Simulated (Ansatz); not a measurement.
Ag, space group P6_3/mmc, an equation of state with a fit

With Ansatz's Python interface.

Run as a notebook:

**Cell 1**
```python
import warnings

import ansatz as az
import numpy as np
from pymatgen.analysis.eos import EOS
```

**Cell 2**
```python
VECTORS = np.array([
    [2.93, 0.0, 0.0],
    [-1.465, 2.537454, 0.0],
    [0.0, 0.0, 4.79],
])
SITES = [
    ("Ag", (1 / 3, 2 / 3, 0.25)),
    ("Ag", (2 / 3, 1 / 3, 0.75)),
]
```

**Cell 3**
```python
def on_lattice(cell):
    crystal = az.Crystal(lattice=az.Lattice.of(cell))
    for symbol, position in SITES:
        crystal = crystal.atom(symbol, position)
    return crystal

warnings.simplefilter("ignore", az.DeckWarning)
```

**Cell 4**
```python
# scale the volume, keep shape and fractions
volumes, energies, pressures = [], [], []
for scale in np.linspace(0.9, 1.1, 9):
    cell = VECTORS * scale ** (1 / 3)
    setup = (
        on_lattice(cell).calculation()
        .functional("PBEsol")
        .occupations(az.OccupationsMethod.GAUSSIAN, width=0.15)
        .basis(500)
        .kpoints(9, 9, 5)
        .stress()
    )
    data = setup.run(threads=1).report
    volumes.append(abs(np.linalg.det(cell)) / len(SITES))
    energies.append(data["free_energy_ev"] / len(SITES))
    pressures.append(np.trace(data["stress_gpa"]) / 3)
    print(f"V = {volumes[-1]:8.4f} A^3/atom  F = {energies[-1]:.5f} eV/atom  P = {pressures[-1]:8.3f} GPa")
```
Output:
```text
V =  16.0256 A^3/atom  F = -7522.25700 eV/atom  P =    5.034 GPa
V =  16.4707 A^3/atom  F = -7522.26560 eV/atom  P =    1.266 GPa
V =  16.9159 A^3/atom  F = -7522.26461 eV/atom  P =   -1.887 GPa
V =  17.3610 A^3/atom  F = -7522.25560 eV/atom  P =   -4.520 GPa
V =  17.8062 A^3/atom  F = -7522.23990 eV/atom  P =   -6.713 GPa
V =  18.2514 A^3/atom  F = -7522.21864 eV/atom  P =   -8.533 GPa
V =  18.6965 A^3/atom  F = -7522.19278 eV/atom  P =  -10.035 GPa
V =  19.1417 A^3/atom  F = -7522.16313 eV/atom  P =  -11.265 GPa
V =  19.5868 A^3/atom  F = -7522.13039 eV/atom  P =  -12.264 GPa
```

**Cell 5**
```python
for form in ["murnaghan", "birch_murnaghan", "vinet"]:
    fit = EOS(eos_name=form).fit(volumes, energies)
    print(f"{form:18s} V0 {fit.v0:8.4f} A^3/atom  B0 {fit.b0_GPa:7.1f} GPa  B1 {fit.b1:5.2f}")
```
Output:
```text
murnaghan          V0  16.6372 A^3/atom  B0   121.6 GPa  B1  6.36
birch_murnaghan    V0  16.6399 A^3/atom  B0   120.4 GPa  B1  5.74
vinet              V0  16.6403 A^3/atom  B0   120.2 GPa  B1  5.62
```

A third-order Birch-Murnaghan fit through the 9 points has its minimum at 16.64 Å³ an atom, 6.6 % below the typed cell, with a bulk modulus of 120 GPa and dB/dP = 5.7. From that minimum the energy rises by 9.3 meV an atom on the compressed side and 135.9 meV on the expanded side. The window is off centre, so dB/dP is rough.

Absolute energies stand on the zero of these potentials, so only differences at equal settings mean something. Shape and fractional positions are held along the curve, so the bulk modulus is an upper value where they are free to relax, by a factor of two or more in layered or hydrogen-bonded cells. For a metal this k-point mesh is coarse: on a finer one energies can move by several to tens of meV an atom and pressures by half a GPa or more, differences at one mesh by less. Pressure is positive in compression. At these settings the cell as given stands under about -7 GPa, so it isn't at this functional's equilibrium volume. This isn't the structure that Ag takes at ambient conditions. Timing: 15 s on 1 thread of Arm Neoverse V1, on a shared host, peak memory 0.45 GiB.
